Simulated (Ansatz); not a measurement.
**GaH₅O₃Si: up Jacob's ladder to CCSD(T)**

One table from this session's results is given with a row withheld; the runs are named, their logs left out.

Computed with Ansatz 0.2.0, Gaussian basis. Level: functionals in def2-TZVPP, the program's frozen cores in correlated methods.

The runs, in order: LDA (SPW92), PBE-D4, revPBE-D4, BLYP-D4, r2SCAN-D4, B97M-V, PBE0-D4, B3LYP-D4, r2SCANh-D4, r2SCAN0-D4, HSE06-D4, BHLYP-D4, CAM-B3LYP-D4, LC-ωPBE, ωB97X-V, ωB97M-V, B2PLYP, PBE-QIDH; CCSD(T)/def2-SVP; CCSD(T)/def2-TZVPP; MP2/def2-QZVPP; extrapolation to the limit; RPA on PBE.

## The geometry

The geometry comes from an earlier relaxation with PBE0-D4 in a triple-zeta def2 set; it is a stationary point, not always the lowest conformer.

SMILES `[OH][Ga]([OH])[O][SiH3]`, 10 atoms, charge 0, spin multiplicity 1.

Atoms are counted from 1 here; the program's logs count them from 0.

Bond lengths: O1–Ga2 1.768 Å, O1–H6 0.960 Å, Ga2–O3 1.765 Å, Ga2–O4 1.779 Å, O3–H7 0.960 Å, O4–Si5 1.632 Å, Si5–H8 1.486 Å, Si5–H9 1.494 Å, Si5–H10 1.486 Å. Angles: Ga2–O1–H6 113.0°, O1–Ga2–O3 119.7°, O1–Ga2–O4 121.6°, O3–Ga2–O4 118.7°, Ga2–O3–H7 112.4°, Ga2–O4–Si5 136.7°, O4–Si5–H8 110.2°, O4–Si5–H9 110.7°, O4–Si5–H10 110.1°, H8–Si5–H9 108.3°, H8–Si5–H10 109.2°, H9–Si5–H10 108.3°.

Coordinates:

```mol
GaH5O3Si
  3D, bonds by distance, orders not assigned

 10  9  0  0  0  0  0  0  0  0999 V2000
   -1.6089   -1.6694    0.4730 O   0  0
    0.0255   -1.3488   -0.1203 Ga  0  0
    1.0537   -2.6925   -0.6212 O   0  0
    0.6715    0.3052   -0.2258 O   0  0
    0.1360    1.8121    0.0969 Si  0  0
   -2.0815   -0.8705    0.7190 H   0  0
    1.9168   -2.4004   -0.9241 H   0  0
    0.1484    2.6356   -1.1399 H   0  0
   -1.2627    1.7746    0.6221 H   0  0
    1.0011    2.4542    1.1203 H   0  0
  1  2  8  0
  2  3  8  0
  2  4  8  0
  4  5  8  0
  1  6  8  0
  3  7  8  0
  5  8  8  0
  5  9  8  0
  5 10  8  0
M  END
```

Set-up of the first run:

File in.yaml:

```yaml
crystal:
  periodic: [false, false, false]
  atoms:
    - {symbol: O, position_ang: [-1.608851, -1.669449, 0.473016]}
    - {symbol: Ga, position_ang: [0.025480, -1.348846, -0.120284]}
    - {symbol: O, position_ang: [1.053717, -2.692454, -0.621203]}
    - {symbol: O, position_ang: [0.671499, 0.305165, -0.225793]}
    - {symbol: Si, position_ang: [0.135993, 1.812124, 0.096903]}
    - {symbol: H, position_ang: [-2.081521, -0.870544, 0.718985]}
    - {symbol: H, position_ang: [1.916823, -2.400412, -0.924095]}
    - {symbol: H, position_ang: [0.148437, 2.635598, -1.139944]}
    - {symbol: H, position_ang: [-1.262693, 1.774600, 0.622055]}
    - {symbol: H, position_ang: [1.001115, 2.454207, 1.120340]}
basis:
  gaussian: {orbitals: def2-TZVPP}
hamiltonian: {xc: lda}
output: {orbitals: {seedname: orbitals}}
```

Started as:

```bash
> ansatz run in.yaml --threads 4 --pin off --events-out ev --progress --plain --max-ram 10444MiB
```

Steps of the session up to this table: LDA; PBE-D4 (GGA); revPBE-D4 (GGA); BLYP-D4 (GGA); r2SCAN-D4 (meta-GGA); B97M-V (meta-GGA); PBE0-D4 (hybrid); B3LYP-D4 (hybrid); r2SCANh-D4 (hybrid); r2SCAN0-D4 (hybrid); HSE06-D4 (hybrid); BHLYP-D4 (hybrid); CAM-B3LYP-D4 (range-separated); LC-ωPBE (range-separated); ωB97X-V (range-separated); ωB97M-V (range-separated); B2PLYP (double hybrid); PBE-QIDH (double hybrid).

One table of the session follows, with a row left open; its other results are not shown here.

It belongs to the step «Frontier levels by functional». 

```
  functional  HOMO (eV)  gap (eV)
 LDA (SPW92)      -7.44      5.00
      PBE-D4      -7.30      5.16
   revPBE-D4      -7.24      5.25
     BLYP-D4      -7.21      5.09
   r2SCAN-D4      -7.67      5.89
      B97M-V          ?         ?
     PBE0-D4      -8.80      7.61
    B3LYP-D4      -8.59      7.04
  r2SCANh-D4      -8.23      6.77
  r2SCAN0-D4      -9.06      8.08
    HSE06-D4      -8.40      6.83
    BHLYP-D4     -10.24      9.86
CAM-B3LYP-D4     -10.26      9.97
     LC-ωPBE     -11.62     12.69
     ωB97X-V     -11.28     12.11
     ωB97M-V     -11.13     11.70
```

Q: Estimate the row for B97M-V from the others.

**Answer.** HOMO (eV): -7.76; gap (eV): 5.71. In the column «HOMO (eV)» it lies between r2SCANh-D4 (-8.23) and r2SCAN-D4 (-7.67).
